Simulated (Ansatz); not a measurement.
# C₂H₃ClSi (SMILES [SiH2]=C=CCl): single points off equilibrium

An exercise on one series of results from a longer session: the logs are not shown, and one member is left open.

Computed with Ansatz 0.2.0, Gaussian basis. Level: single points in def2-TZVPP.

Cores are frozen in the correlated methods.

### Starting geometry

7 atoms, charge 0, spin multiplicity 1.

Atoms are counted from 1 here; the program's logs count them from 0.

Bond lengths: Si1–C2 1.789 Å, Si1–H5 1.477 Å, Si1–H6 1.479 Å, C2–C3 1.417 Å, C3–Cl4 1.544 Å, C3–H7 0.921 Å. Angles: C2–Si1–H5 129.8°, C2–Si1–H6 113.5°, H5–Si1–H6 115.3°, Si1–C2–C3 155.0°, C2–C3–Cl4 121.6°, C2–C3–H7 116.3°, Cl4–C3–H7 121.8°.

As a file:

| atom | x (Å) | y (Å) | z (Å) |
| --- | --- | --- | --- |
| Si1 | -0.7318 | 1.3729 | -0.2217 |
| C2 | 0.3797 | 0.0443 | 0.2245 |
| C3 | 0.8108 | -1.3042 | 0.2820 |
| Cl4 | -0.1013 | -2.4645 | -0.1707 |
| H5 | -0.7683 | 2.2069 | -1.4405 |
| H6 | -1.5309 | 1.8796 | 0.9152 |
| H7 | 1.6268 | -1.4551 | 0.6807 |

The first run:

The input, run/in.yaml:

```yaml
crystal:
  periodic: [false, false, false]
  atoms:
    - {symbol: Si, position_ang: [-0.731800, 1.372900, -0.221700]}
    - {symbol: C, position_ang: [0.379700, 0.044300, 0.224500]}
    - {symbol: C, position_ang: [0.810800, -1.304200, 0.282000]}
    - {symbol: Cl, position_ang: [-0.101300, -2.464500, -0.170700]}
    - {symbol: H, position_ang: [-0.768300, 2.206900, -1.440500]}
    - {symbol: H, position_ang: [-1.530900, 1.879600, 0.915200]}
    - {symbol: H, position_ang: [1.626800, -1.455100, 0.680700]}
basis:
  gaussian: {orbitals: def2-TZVPP}
correlation: {method: ccsd_t}
output: {forces: true}
```

Run with:

```
$ ansatz run in.yaml --threads 8 --pin off --events-out ev --progress --plain --max-ram 10444MiB
```

Steps of the session up to this table: CCSD(T)/def2-TZVPP; PBE0-D4/def2-TZVPP; wB97M-V/def2-TZVPP; r2SCAN-D4/def2-TZVPP; PBE-D4/def2-TZVPP; r2SCANh-D4/def2-TZVPP; CAM-B3LYP-D4/def2-TZVPP.

One table of the session follows, with a row left open; its other results are not shown here.

```
      method  RMS force component (eV/Å)  angle to CCSD(T) forces (°)  dipole (D)
     CCSD(T)                       3.722                    reference        0.73
     PBE0-D4                       3.821                          4.1        0.84
     wB97M-V                       3.856                          3.6        0.97
   r2SCAN-D4                           ?                            ?           ?
      PBE-D4                       3.744                          3.1        0.61
  r2SCANh-D4                       3.782                          3.7        0.73
CAM-B3LYP-D4                       3.867                          4.3        1.03
```

Q: Estimate the row for r2SCAN-D4 from the others.

The run gave: RMS force component (eV/Å): 3.755; angle to CCSD(T) forces (°): 3.2; dipole (D): 0.65. In the column «RMS force component (eV/Å)» it lies between PBE-D4 (3.744) and r2SCANh-D4 (3.782).
